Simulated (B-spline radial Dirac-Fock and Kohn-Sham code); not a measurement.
**Inner shells of Pr**

Aim: for atomic praseodymium, compute its X-ray form factor and Compton profile, the binding energy of each subshell and how cheaper methods do for the levels.

The numbers are computed with B-spline radial Dirac-Fock and Kohn-Sham code (version 3): a free atom or ion on a radial basis; each step names its model.

### 1 What is computed

Atomic praseodymium in the configuration [Xe] 4f1 5d2 6s2 (not the ground configuration).

```yaml
nuclear_charge: 59
electrons: 59
mass_number: 141
nuclear_rms_radius: 4.8919 fm
```

Outer shells as boxes (Hund's rule, for the drawing alone; heavy ions are jj-coupled, and the calculation averages over the configuration):

```
[Xe] core
4f [↑ ][  ][  ][  ][  ][  ][  ]
5d [↑ ][↑ ][  ][  ][  ]
6s [↑↓]
```

### 2 Scattering by the electron cloud

Model: Dirac-Fock average of configuration, finite nucleus; form factor of the spherical density, Waller-Hartree incoherent function, impulse-approximation Compton profiles.

Settings, as recorded:

```ini
task = scatter
Z = 59
charge = 0
configuration = 1s2 2s2 2p6 3s2 3p6 3d10 4s2 4p6 4d10 4f1 5s2 5p6 5d2 6s2
mass_number = 141
rms_radius = 4.8919  # fm
s = [0.0, 0.08, 0.1, 0.12, 0.15, 0.19, 0.23, 0.28, 0.34, 0.41, 0.5, 0.62, 0.75, 0.92, 1.13, 1.38, 1.68, 2.06, 2.51, 3.07, 3.75, 4.59, 5.6]  # 1/A
pz = [0, 0.1, 0.2, 0.3, 0.4, 0.5, 0.6, 0.8, 1.0, 1.2, 1.4, 1.6, 1.8, 2.0, 2.5, 3.0, 4.0, 5.0, 7.0, 10.0, 15.0, 20.0, 30.0, 40.0, 60.0, 100.0]  # a.u.
photon_energy = [1000, 2000, 5000, 10000, 17479.3, 100000, 500000, 1000000]  # eV
```

From the run's result record (rounded, not every field):

```text
{
  "status": "converged",
  "form_factor [e]": [59.0, 55.434, 53.982, 52.514, 50.352, 47.58, 44.943, 41.874, 38.588, 35.296, 31.734, 27.75, 24.16, 20.548, 17.527, 15.07, 12.598, 9.7874, 7.3367, 5.6698, 4.6954, 3.8425, 2.9113],
  "incoherent": [-4.0687e-12, 3.9899, 5.1367, 6.218, 7.8033, 9.8635, 11.814, 14.11, 16.678, 19.316, 22.094, 25.154, 28.141, 31.707, 35.495, 38.979, 41.996, 44.844, 47.453, 49.914, 52.098, 53.994, 55.488],
  "compton_total [1/a.u.]": [12.389, 11.809, 10.533, 9.3457, 8.5715, 8.0999, 7.7347, 6.9573, 6.1002, 5.3211, 4.705, 4.2528, 3.9264, 3.6803, 3.2032, 2.7566, 1.955, 1.4318, 0.94082, 0.57691, 0.26763, 0.13983, 0.049114, 0.021718, 0.006203, 0.00096387],
  "shells": ["1s1/2", "2s1/2", "2p1/2", "2p3/2", "3s1/2", "3p1/2", "3p3/2", "3d3/2", "3d5/2", "4s1/2", "4p1/2", "4p3/2", "4d3/2", "4d5/2", "4f5/2", "4f7/2", "5s1/2", "5p1/2", "5p3/2", "5d3/2", "5d5/2", "6s1/2"],
  "occupation": [2.0, 2.0, 2.0, 4.0, 2.0, 2.0, 4.0, 4.0, 6.0, 2.0, 2.0, 4.0, 4.0, 6.0, 0.42857, 0.57143, 2.0, 2.0, 4.0, 0.8, 1.2, 2.0],
  "mean_momentum [a.u.]": [56.295, 20.01, 26.667, 24.814, 9.9352, 11.875, 11.331, 13.56, 13.357, 4.9775, 5.5381, 5.3234, 5.6723, 5.5934, 5.0161, 4.9843, 2.0421, 2.1097, 2.0073, 1.5619, 1.5298, 0.54771],
  "r2 [bohr^2]": 95.862,
  "r_inverse [1/bohr]": 381.65,
  "r1 [bohr]": 45.638,
  "coherent [b]": [2167.3, 1905.8, 1276.5, 740.54, 409.49, 29.86, 1.5204, 0.39117],
  "incoherent_cross_section [b]": [1.5474, 3.5321, 8.5037, 13.857, 18.812, 25.632, 16.781, 12.382],
  "radial_jk": {
    "4f": {"j0": [1.0, 0.95119, 0.92515, 0.8946, 0.84178, 0.76193, 0.67621, 0.56789, 0.44503, 0.32023, 0.19495, 0.084957, 0.020401, -0.01386, -0.021133, -0.015341, -0.0075493, -0.002309, -0.00029195, 0.00014387, 0.00011305, 4.7051e-05, 1.3472e-05], "j2": [0.0, 0.019239, 0.029266, 0.040808, 0.060179, 0.087956, 0.11554, 0.14657, 0.17542, 0.19554, 0.20165, 0.18544, 0.15275, 0.10712, 0.062464, 0.029703, 0.010628, 0.0019837, -0.00033849, -0.0004786, -0.00023431, -7.9327e-05, -1.9505e-05], "j4": [0.0, 0.00020799, 0.0004906, 0.00097621, 0.0022139, 0.0050651, 0.0094838, 0.017181, 0.028962, 0.044532, 0.064106, 0.084277, 0.095517, 0.095617, 0.082373, 0.061044, 0.038736, 0.020175, 0.0088855, 0.0031592, 0.00092342, 0.00021072, 3.3478e-05], "j6": [0.0, 2.001e-06, 7.2921e-06, 2.0617e-05, 7.1362e-05, 0.00025252, 0.00066486, 0.0016882, 0.0039111, 0.0080476, 0.015521, 0.027545, 0.040235, 0.052454, 0.058731, 0.056258, 0.04636, 0.032234, 0.019261, 0.0096476, 0.0041339, 0.0015128, 0.0004915], "r2": 1.0705, "r4": 2.6129, "r6": 12.97},
    "5d": {"j0": [1.0, 0.69712, 0.57091, 0.44748, 0.28378, 0.12283, 0.026812, -0.025418, -0.032509, -0.013764, 0.0097208, 0.019806, 0.014182, 0.0037334, -0.0013792, -0.00026027, 0.0021675, 0.0026825, 0.0014848, 0.00021463, -0.00029542, -0.00027536, -0.00013394], "j2": [0.0, 0.11115, 0.15014, 0.18248, 0.21292, 0.21873, 0.19493, 0.14566, 0.085355, 0.033835, 0.0012332, -0.0059845, 0.0012498, 0.008423, 0.0080686, 0.003443, 0.00011053, -0.00023187, 0.00080572, 0.0013707, 0.0011076, 0.00057794, 0.00021212], "j4": [0.0, 0.0069948, 0.014578, 0.025186, 0.045108, 0.07324, 0.09584, 0.1103, 0.10803, 0.088291, 0.055225, 0.020615, 0.0024812, -0.0017519, 0.002246, 0.0051836, 0.0042251, 0.001524, -1.0683e-05, -2.6273e-06, 0.00051486, 0.00072146, 0.00057427], "r2": 7.7748, "r4": 111.95, "r6": 2802.8}
  }
}
```

The scattering functions against s = sin θ / λ:

```tsv
s (1/Å)	f (e)	f / N	S(s)
0	59.00	1.000	0
0.100	53.98	0.915	5.137
0.150	50.35	0.853	7.803
0.230	44.94	0.762	11.81
0.340	38.59	0.654	16.68
0.500	31.73	0.538	22.09
0.750	24.16	0.409	28.14
1.13	17.53	0.297	35.50
1.68	12.60	0.214	42.00
2.51	7.337	0.124	47.45
3.75	4.695	0.080	52.10
5.60	2.911	0.049	55.49
```

### 3 Hole states by ΔSCF

Model: Dirac-Fock average of configuration, Delta-SCF, finite nucleus, first-order Breit with its frequency dependence, self-energy and vacuum polarisation.

Recorded inputs:

```ini
task = binding
```

From the run's result record (rounded, not every field):

```text
{
  "status": "converged",
  "shells": ["K", "L1", "L2", "L3", "M1", "M2", "M3", "M4", "M5", "N1", "N2", "N3", "N4", "N5", "N6,7", "O1", "O2", "O3", "O4,5", "P1"],
  "total_energy_parts [Ha]": [-9238.05692, 8.76274386, -0.915163212, -0.10326488, 6.03797831, -0.87877096],
  "koopmans [eV]": [42244.2, 6918.81, 6522.28, 6038.62, 1554.1, 1384.76, 1286.77, 994.99, 974.186, 342.304, 276.329, 254.767, 144.196, 140.324, 23.1548, 56.9491, 35.9103, 32.4458, 7.70188, 5.31939],
  "dirac_coulomb [eV]": [42171.3, 6878.66, 6478.19, 5996.31, 1534.96, 1364.93, 1267.68, 973.964, 953.458, 334.102, 268.297, 247.072, 136.906, 133.151, 17.7221, 54.425, 33.6078, 30.3061, 6.65784, 5.09896],
  "gaunt [eV]": [-119.094, -11.6603, -20.5581, -14.6272, -1.76193, -3.34293, -2.19166, -1.12514, -0.628961, -0.28818, -0.595745, -0.342863, -0.0691224, 0.0241698, 0.161337, -0.0358925, -0.0727202, -0.033277, 0.0118909, -0.002671],
  "retardation [eV]": [8.81842, 0.855612, 2.29156, 2.28567, 0.102542, 0.357464, 0.35867, 0.0799154, 0.078006, 0.0153792, 0.0673642, 0.0670601, 0.00226466, 0.00221099, -0.0222143, 0.00107995, 0.00803958, 0.00804547, -0.00122079, 4.67586e-05],
  "breit_frequency [eV]": [1.25242, -0.117002, -0.00309853, 0.541627, -0.0305766, -0.0240465, 0.0981099, -0.0155121, -0.00512164, -0.00796208, -0.0070689, 0.020284, -0.0040823, -0.00200868, -0.00202287, -0.00145304, -0.00124568, 0.00304791, -0.000268787, -0.000106684],
  "self_energy [eV]": [-66.0158, -8.55929, 0.415132, -0.356077, -1.82071, 0.08718, -0.0587596, 0.176395, 0.11606, -0.402142, 0.0366406, 0.0042589, 0.0487642, 0.0374429, 0.0297444, -0.0647338, 0.0135141, 0.00839539, 0.00945362, -0.00519357],
  "vacuum_polarisation [eV]": [10.0141, 1.20616, -0.00806775, -0.0591856, 0.248316, -0.00506296, -0.0170424, -0.0170654, -0.0166236, 0.0552295, -0.00299932, -0.00565045, -0.00506948, -0.00496418, -0.00329258, 0.00893992, -0.00146513, -0.00187096, -0.0011966, 0.000716026],
  "binding [eV]": [42006.3, 6860.38, 6460.33, 5984.1, 1531.69, 1362.0, 1265.87, 973.063, 953.002, 333.475, 267.795, 246.815, 136.878, 133.208, 17.8857, 54.333, 33.5539, 30.2904, 6.6765, 5.09175],
  "mean_radius [bohr]": [0.0240894, 0.102474, 0.0861537, 0.0924199, 0.270887, 0.261056, 0.273068, 0.244646, 0.248425, 0.619131, 0.636879, 0.662217, 0.712467, 0.721832, 0.92955, 1.46821, 1.6306, 1.70513, 2.5851, 4.39909]
}
```

total_energy_parts: Dirac-Coulomb, Gaunt, retardation, frequency dependence, self-energy, vacuum polarisation. 

Each level as Koopmans' value plus corrections (eV):

```tsv
level	-ε	relaxation	Breit	QED	binding
1s	42244.2	-72.94	-109.02	-56.00	42006.3
2s	6918.8	-40.15	-10.92	-7.35	6860.4
2p1/2	6522.3	-44.09	-18.27	0.41	6460.3
2p3/2	6038.6	-42.31	-11.80	-0.42	5984.1
3s	1554.1	-19.15	-1.69	-1.57	1531.7
3p1/2	1384.8	-19.83	-3.01	0.08	1362.0
3p3/2	1286.8	-19.09	-1.73	-0.08	1265.9
3d3/2	995.0	-21.03	-1.06	0.16	973.1
3d5/2	974.2	-20.73	-0.56	0.10	953.0
4s	342.3	-8.20	-0.28	-0.35	333.5
4p1/2	276.3	-8.03	-0.54	0.03	267.8
4p3/2	254.8	-7.70	-0.26	0.00	246.8
4d3/2	144.2	-7.29	-0.07	0.04	136.9
4d5/2	140.3	-7.17	0.02	0.03	133.2
4f	23.15	-5.43	0.14	0.03	17.89
5s	56.95	-2.52	-0.04	-0.06	54.33
5p1/2	35.91	-2.30	-0.07	0.01	33.55
5p3/2	32.45	-2.14	-0.02	0.01	30.29
5d	7.70	-1.04	0.01	0.01	6.68
6s	5.32	-0.22	0.00	0.00	5.09
```

X-ray lines as differences of these levels:

```tsv
line	energy (eV)
Kβ2' (K-N3)	41759.4
Kβ2'' (K-N2)	41738.5
Kβ1 (K-M3)	40740.4
Kβ3 (K-M2)	40644.3
Kα1 (K-L3)	36022.2
Kα2 (K-L2)	35545.9
Lγ4 (L1-O3)	6830.1
Lγ3 (L1-N3)	6613.6
Lγ2 (L1-N2)	6592.6
Lγ1 (L2-N4)	6323.4
Lγ5 (L2-N1)	6126.9
Lβ7 (L3-O1)	5929.8
Lβ2 (L3-N5)	5850.9
Lβ15 (L3-N4)	5847.2
```

### 4 The levels by non-relativistic HF

Model: non-relativistic Hartree-Fock, average of configuration, point nucleus.

The run's settings:

```ini
task = binding-ladder
method = hf
relativity = nr
```

From the run's result record (rounded, not every field):

```text
{
  "status": "converged",
  "shells": ["1s", "2s", "2p", "3s", "3p", "3d", "4s", "4p", "4d", "4f", "5s", "5p", "5d", "6s"],
  "minus_eigenvalue [eV]": [40140.8, 6387.44, 6036.25, 1434.66, 1280.32, 996.361, 315.689, 254.851, 146.243, 28.1574, 52.7065, 33.148, 8.7173, 4.97202],
  "delta_scf [eV]": [40073.2, 6349.76, 5995.13, 1416.59, 1261.66, 975.814, 307.97, 247.321, 139.085, 22.5074, 50.3737, 31.0322, 7.57328, 4.77905],
  "total_energy [Ha]": -8920.73695
}
```

Beside the Dirac-Fock ΔSCF result with Breit and QED, in eV:

```tsv
level	-ε	miss	ΔSCF	miss	Dirac-Fock
1s	40140.8	-1865.4	40073.2	-1933.0	42006.3
2s	6387.4	-472.9	6349.8	-510.6	6860.4
2p	6036.2	-106.6	5995.1	-147.7	6142.8
3s	1434.7	-97.0	1416.6	-115.1	1531.7
3p	1280.3	-17.6	1261.7	-36.3	1297.9
3d	996.4	+35.3	975.8	+14.8	961.0
4s	315.7	-17.8	308.0	-25.5	333.5
4p	254.9	+1.0	247.3	-6.5	253.8
4d	146.2	+11.6	139.1	+4.4	134.7
4f	28.16	+10.3	22.51	+4.6	17.89
5s	52.71	-1.6	50.37	-4.0	54.33
5p	33.15	+1.8	31.03	-0.3	31.38
5d	8.72	+2.0	7.57	+0.9	6.68
6s	4.97	-0.1	4.78	-0.3	5.09
```

Spin-orbit partners are averaged with weights 2j + 1.

### 5 Cost and miss of the cheaper method

| method | level | eigenvalue miss (%) | ΔSCF miss (%) | time |
| --- | --- | --- | --- | --- |
| non-relativistic HF | 1s | -4.44 | -4.60 | 2.1 s |
| Dirac-Fock + Breit + QED | all | - | reference | 33 s |

Times cover the ground state and all hole states of a step, on one thread of a shared host; states solved in an earlier step are reused, and a first call can include compiling.

### 6 Outcome

| quantity | value |
| --- | --- |
| rms radius of the electron cloud | 1.27 bohr |
| form factor halves at | 0.57 1/Å |
| Compton profile at zero | 12.39 1/a.u. |
| deepest level listed, K (1s) | 42006.3 eV |
| least bound, P1 (6s) | 5.09 eV |
| Kα1 | 36022.2 eV |
| non-relativistic HF, 1s: eigenvalue / ΔSCF | 40140.8 / 40073.2 eV |

In words: f falls from 59 to half of that at s = 0.57 1/Å. Incoherent scattering outweighs coherent from 500 keV on, among the energies asked. The K (1s) level lies 72.9 eV under Koopmans' value by relaxation alone; Breit gives -109.02 and QED -56.00 eV. Non-relativistic HF misses the 1s level by -4.4 % with its eigenvalue and by -4.6 % with ΔSCF, as relativity is missing. The Hartree-Fock and Dirac-Fock values hold no electron correlation.
